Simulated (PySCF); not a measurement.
# Sn2: the cost of one run

Method: method and basis as typed in the scripts; program: PySCF 2.14.0.

2 further runs of the same task are left out: 2 that didn't finish.

## Step 1: Starting geometry

Sn2 (triplet): 2 atoms, charge 0, spin multiplicity 3.

Bond lengths: Sn1–Sn2 2.430 Å.

## Step 2: The base run

Contents of input.py:

```python
from pyscf import gto, scf

mol = gto.M(
    atom='Sn 0 0 0; Sn 0 0 2.43',
    basis='def2-svp',
    ecp={'Sn': 'def2-svp'},
    charge=0,
    spin=2,
    verbose=4,
)
mf = scf.UHF(mol)
mf.kernel()
mf.nuc_grad_method().kernel()
mf.dip_moment()
print('orbital energies (hartree):', [e[max(0, n-3):n+3].round(4) for e, n in zip(mf.mo_energy, mol.nelec)])
```

Started as:

```console
$ OMP_NUM_THREADS=1 python input.py
```

What time and memory should one allow on 1 thread of Arm Neoverse V1, shared host?

About 3.6 s, with a peak of 0.12 GiB.
